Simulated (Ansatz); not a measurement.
# CH6N2OW: the cost of one run

The runs use Ansatz 0.2.0, Gaussian basis; the settings change from run to run.

### 1 The geometry

The structure was relaxed beforehand with PBE0-D4 in a triple-zeta def2 set. W takes a core potential in def2 sets; no spin-orbit term is included.

SMILES `[CH3][W](=[NH])(=[NH])[OH]`, 11 atoms, charge 0, spin multiplicity 1.

Atoms are counted from 1 here; the program's logs count them from 0.

Bond lengths: C1–W2 2.122 Å, C1–H6 1.091 Å, C1–H7 1.094 Å, C1–H8 1.094 Å, W2–N3 1.751 Å, W2–N4 1.749 Å, W2–O5 1.902 Å, N3–H9 1.008 Å, N4–H10 1.007 Å, O5–H11 0.959 Å. Angles: W2–C1–H6 111.5°, W2–C1–H7 109.7°, W2–C1–H8 109.3°, H6–C1–H7 108.4°, H6–C1–H8 108.4°, H7–C1–H8 109.5°, C1–W2–N3 103.8°, C1–W2–N4 103.8°, C1–W2–O5 110.2°, N3–W2–N4 113.6°, N3–W2–O5 112.7°, N4–W2–O5 111.9°, W2–N3–H9 153.9°, W2–N4–H10 158.5°, W2–O5–H11 122.7°.

### 2 r2SCAN50/def2-TZVP

File in.yaml:

```yaml
crystal:
  periodic: [false, false, false]
  atoms:
    - {symbol: C, position_ang: [-1.489717, 0.140168, 0.650133]}
    - {symbol: W, position_ang: [0.389130, -0.078142, -0.312480]}
    - {symbol: N, position_ang: [1.503578, -0.371955, 1.005565]}
    - {symbol: N, position_ang: [0.632719, 1.461339, -1.107080]}
    - {symbol: O, position_ang: [0.326528, -1.517092, -1.554557]}
    - {symbol: H, position_ang: [-1.483871, 0.973828, 1.354218]}
    - {symbol: H, position_ang: [-1.731385, -0.774069, 1.200113]}
    - {symbol: H, position_ang: [-2.261975, 0.329360, -0.101263]}
    - {symbol: H, position_ang: [2.285262, -0.140597, 1.598557]}
    - {symbol: H, position_ang: [1.073223, 2.336236, -1.340053]}
    - {symbol: H, position_ang: [0.756508, -2.359076, -1.393162]}
basis:
  gaussian: {orbitals: def2-TZVP}
hamiltonian: {xc: {name: r2SCAN50}}
```

The run is started by

```
ansatz run in.yaml --threads 4 --pin off --events-out ev --progress --plain --max-ram 10444MiB
```

What time and memory should one allow on 4 threads of Arm Neoverse V1, shared host?

About 5 s, with a peak of 0.4 GiB.
